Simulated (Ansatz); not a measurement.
# C2H2ClGa: up Jacob's ladder to CCSD(T)

How much do the methods differ for C2H2ClGa? The plan is to run it at one geometry with functionals of several rungs and with coupled cluster. The yardstick is the atomisation energy at the CCSD(T) limit.

Program: Ansatz 0.2.0, Gaussian basis. Level of theory: functionals in def2-TZVPP, the program's frozen cores in correlated methods. These are calculated values, not measurements.

Plan: LDA (SPW92), PBE-D4, revPBE-D4, BLYP-D4, r2SCAN-D4, B97M-V, PBE0-D4, B3LYP-D4, r2SCANh-D4, r2SCAN0-D4, HSE06-D4, BHLYP-D4, CAM-B3LYP-D4, LC-ωPBE, ωB97X-V, ωB97M-V, B2PLYP, PBE-QIDH; CCSD(T)/def2-SVP; CCSD(T)/def2-TZVPP; MP2/def2-QZVPP; extrapolation to the limit; RPA on PBE.

**1. The geometry**

An earlier PBE0-D4 in a triple-zeta def2 set relaxation fixed the geometry.

SMILES `C#[C][GaH][Cl]`, 6 atoms, charge 0, spin multiplicity 1.

Atoms are counted from 1 here; the program's logs count them from 0.

Bond lengths: C1–C2 1.208 Å, C1–H5 1.067 Å, C2–Ga3 1.900 Å, Ga3–Cl4 2.139 Å, Ga3–H6 1.547 Å. Angles: C2–C1–H5 179.8°, C1–C2–Ga3 179.1°, C2–Ga3–Cl4 115.4°, C2–Ga3–H6 126.7°, Cl4–Ga3–H6 117.8°.

**2. LDA**

This LDA is Slater exchange with PW92 correlation.

in.yaml

```yaml
crystal:
  periodic: [false, false, false]
  atoms:
    - {symbol: C, position_ang: [0.577755, 1.057949, -1.454518]}
    - {symbol: C, position_ang: [0.246995, 0.412488, -0.488723]}
    - {symbol: Ga, position_ang: [-0.252910, -0.587239, 1.047970]}
    - {symbol: Cl, position_ang: [-1.745394, -2.085552, 0.724139]}
    - {symbol: H, position_ang: [0.867065, 1.625680, -2.309923]}
    - {symbol: H, position_ang: [0.306488, -0.423316, 2.481054]}
basis:
  gaussian: {orbitals: def2-TZVPP}
hamiltonian: {xc: lda}
output: {orbitals: {seedname: orbitals}}
```

After this run come: PBE-D4 (GGA); revPBE-D4 (GGA); BLYP-D4 (GGA); r2SCAN-D4 (meta-GGA); B97M-V (meta-GGA); PBE0-D4 (hybrid); B3LYP-D4 (hybrid); r2SCANh-D4 (hybrid); r2SCAN0-D4 (hybrid); HSE06-D4 (hybrid); BHLYP-D4 (hybrid); CAM-B3LYP-D4 (range-separated); LC-ωPBE (range-separated); ωB97X-V (range-separated); ωB97M-V (range-separated); B2PLYP (double hybrid); PBE-QIDH (double hybrid); CCSD(T) in def2-SVP; CCSD(T) in def2-TZVPP; MP2 in def2-QZVPP; RPA on PBE orbitals.

**Question.** What will the summary of the whole plan be? Wanted: atomisation energy, CCSD(T)/CBS; farthest beyond LDA; mean size of error, GGA; mean size of error, meta-GGA; mean size of error, hybrid; mean size of error, range-separated; mean size of error, double hybrid; gap, smallest and largest; T1 diagnostic.

As calculated:

```
                               quantity                                                                                                           value
        atomisation energy, CCSD(T)/CBS                                                                                                   2191.7 kJ/mol
 functionals within 21.9 kJ/mol (1.0 %)  revPBE-D4, r2SCAN-D4, B97M-V, PBE0-D4, r2SCANh-D4, HSE06-D4, CAM-B3LYP-D4, LC-ωPBE, ωB97X-V, ωB97M-V, PBE-QIDH
                    farthest beyond LDA                                                                                         BHLYP-D4 (-95.0 kJ/mol)
                mean size of error, GGA                                                                                                     32.4 kJ/mol
           mean size of error, meta-GGA                                                                                                      8.0 kJ/mol
             mean size of error, hybrid                                                                                                     29.7 kJ/mol
    mean size of error, range-separated                                                                                                     10.9 kJ/mol
      mean size of error, double hybrid                                                                                                     16.1 kJ/mol
              gap, smallest and largest                                                                           4.38 eV (BLYP-D4), 11.38 eV (LC-ωPBE)
                          T1 diagnostic                                                                                                          0.0129
triples share of the correlation energy                                                                                                           4.6 %
```

LDA overbinds by 313.7 kJ/mol (14 %). PBE-D4 is off by +44.9 kJ/mol. Double hybrids carry the basis error of their MP2 part in triple zeta, and no dispersion term here, so their miss is partly the set-up's. The rungs meta-GGA, range-separated, double hybrid miss on average by less than the doubt on the reference (21.9 kJ/mol), so they tie. Misses under about 21.9 kJ/mol are within the doubt on the reference itself, which lacks core-valence correlation, relativity and higher excitations, and its outer-core shells are covered unevenly. Hartree-Fock recovers 73 % of the binding; the rest is correlation. CCSD(T) in def2-SVP is off by -108.1 kJ/mol, so the small basis spoils what the method gains. The gap grows from 4.4 to 11.4 eV across the functionals, mostly with the share of exact exchange. Correlated methods include outer-core shells of Ga, which these sets cover unevenly.
